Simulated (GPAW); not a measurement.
The system is TiSn.

```xyz
2
Lattice="0.0000 2.8005 2.8005 2.8005 0.0000 2.8005 2.8005 2.8005 0.0000" Properties=species:S:1:pos:R:3 pbc="T T T"
Ti    0.0000    0.0000    0.0000
Sn    2.8005    2.8005    2.8005
```

The cell was built by a generator and needn't be a form met in nature.

Base run:

```yaml
Program: GPAW 26.7.0
Functional: r2SCAN
Potentials_or_basis: GPAW PAW data sets (gpaw-data 1.2.1)
Cutoff: 600 eV
Basis: pw
k_mesh: 8 × 8 × 8
Occupations: fermi-dirac, width 0.05 eV
Spin: no spin polarisation
```

Its results: pressure -1.0 GPa.

Task: The run is repeated on the same cell with these changes: functional from r2SCAN to SCAN. What comes out?

Result: Pressure -3.0 GPa.

Caveats: the PAW data sets were made with another functional, which shifts forces and pressure a little.
